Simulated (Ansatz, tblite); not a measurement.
# In(NH2)3 (InN₃H₆): a ladder of methods and basis sets

How do method and basis change the picture of In(NH2)3 (InN₃H₆) (singlet)?

Program: Ansatz 0.2.0, Gaussian basis. Level of theory: as each input shows. These are calculated values, not measurements.

Levels to be run: GFN1-xTB, GFN2-xTB, PBE-D4/def2-TZVP, r2SCAN-D4/def2-TZVP, HF/def2-TZVP, B3LYP-D4/def2-TZVP, ωB97M-V/def2-TZVP, LDA/def2-TZVP, LC-ωPBE/def2-TZVP, ωB97X-V/def2-TZVP, HSE06-D4/def2-TZVP, PBE-D4/def2-SVP, PBE0-D4/def2-SVP, PBE0-D4/def2-TZVPD, PBE-D4/def2-TZVPD, r2SCAN-D4/def2-TZVPD, CCSD(T)/def2-TZVPP, MP2/def2-TZVP, RPA/def2-TZVP.

1 further run of the same task is left out (set aside as unsound or not needed).

**1. The geometry**

The singlet was relaxed beforehand with PBE-D4/def2-SVP.

10 atoms, charge 0, spin multiplicity 1.

Bond lengths: In1–N2 2.072 Å, In1–N5 2.072 Å, In1–N8 2.072 Å, N2–H3 1.029 Å, N2–H4 1.029 Å, N5–H6 1.029 Å, N5–H7 1.029 Å, N8–H9 1.029 Å, N8–H10 1.029 Å. Angles: N2–In1–N5 118.5°, N2–In1–N8 118.5°, N5–In1–N8 118.6°, In1–N2–H3 112.9°, In1–N2–H4 112.9°, H3–N2–H4 106.2°, In1–N5–H6 112.9°, In1–N5–H7 112.9°, H6–N5–H7 106.2°, In1–N8–H9 112.9°, In1–N8–H10 112.9°, H9–N8–H10 106.2°.

In takes a core potential in the def2 sets. No spin-orbit coupling is included.

PBE0-D4/def2-TZVP was run before; its log isn't repeated, and its numbers join the tables.

**2. GFN1-xTB**

Tight binding, by tblite at 300 K electronic temperature and without a spin-polarisation term:

```python
tblite.interface.Calculator('GFN1-xTB', numbers, positions, charge=0, uhf=0).singlepoint()
```

Energy -389.5669 eV, HOMO -9.94 eV, LUMO -6.37 eV; 0.004 s.

**3. GFN2-xTB**

Tight binding, by tblite at 300 K electronic temperature and without a spin-polarisation term:

```python
tblite.interface.Calculator('GFN2-xTB', numbers, positions, charge=0, uhf=0).singlepoint()
```

Energy -353.3775 eV, HOMO -10.38 eV, LUMO -7.57 eV; 0.003 s.

**4. PBE-D4/def2-TZVP**

start.molden holds the orbitals of an earlier run on this state, given as this run's starting guess.

Input file in.yaml:

```yaml
crystal:
  periodic: [false, false, false]
  atoms:
    - {symbol: In, position_ang: [-0.000592, -0.000011, -0.024859]}
    - {symbol: N, position_ang: [2.053779, -0.005038, -0.298167]}
    - {symbol: H, position_ang: [2.506806, -0.844052, 0.087542]}
    - {symbol: H, position_ang: [2.518118, 0.799824, 0.142891]}
    - {symbol: N, position_ang: [-1.025670, 1.786258, -0.256561]}
    - {symbol: H, position_ang: [-1.949298, 1.779402, 0.196010]}
    - {symbol: H, position_ang: [-0.520133, 2.591436, 0.136003]}
    - {symbol: N, position_ang: [-1.037204, -1.777296, -0.273579]}
    - {symbol: H, position_ang: [-0.563431, -2.580983, 0.159530]}
    - {symbol: H, position_ang: [-1.982376, -1.749531, 0.131172]}
basis:
  gaussian: {orbitals: def2-TZVP, initial_orbitals: start.molden}
hamiltonian: {xc: pbe, dispersion: d4}
scf: {omitted_lower_state_checks: [starts]}
output: {orbitals: {seedname: orbitals}}
```

Started as:

```bash
> ansatz run in.yaml --threads 4 --pin off --events-out ev --progress --plain --max-ram 3916MiB
```

Further steps of the session: r2SCAN-D4/def2-TZVP; HF/def2-TZVP; B3LYP-D4/def2-TZVP; ωB97M-V/def2-TZVP; LDA/def2-TZVP; LC-ωPBE/def2-TZVP; ωB97X-V/def2-TZVP; HSE06-D4/def2-TZVP; PBE-D4/def2-SVP; PBE0-D4/def2-SVP; PBE0-D4/def2-TZVPD; PBE-D4/def2-TZVPD; r2SCAN-D4/def2-TZVPD; CCSD(T)/def2-TZVPP; MP2/def2-TZVP; RPA/def2-TZVP.

Before running them: what should the planned runs give, taken together? Wanted: gap in def2-TZVP, named functionals and Hartree-Fock, smallest and largest; correlation energy, CCSD(T)/def2-TZVPP; correlation energy, MP2/def2-TZVP; binding an atom, CCSD(T)/def2-TZVPP; PBE0 total energy, smallest basis above largest.

As calculated:

```
                                                                  quantity                           value
gap in def2-TZVP, named functionals and Hartree-Fock, smallest and largest    3.52 eV (LDA), 11.61 eV (HF)
                                    correlation energy, CCSD(T)/def2-TZVPP                       -27.28 eV
                                         correlation energy, MP2/def2-TZVP                       -25.42 eV
                                       binding an atom, CCSD(T)/def2-TZVPP                        3.063 eV
                           PBE0 total energy, smallest basis above largest  6.11 eV (def2-SVP, def2-TZVPD)
```

In words: Orbital gaps of the named functionals and Hartree-Fock in def2-TZVP span 3.52 eV (LDA) to 11.61 eV (HF); exact exchange widens it. The functionals in def2-TZVP miss CCSD(T)/def2-TZVPP by +0.055 (r2SCAN-D4) to +0.603 eV (LDA) an atom. The reference is CCSD(T) in one finite basis, so it carries an error of its own, often a tenth of an eV or more, and near misses can't be ranked.
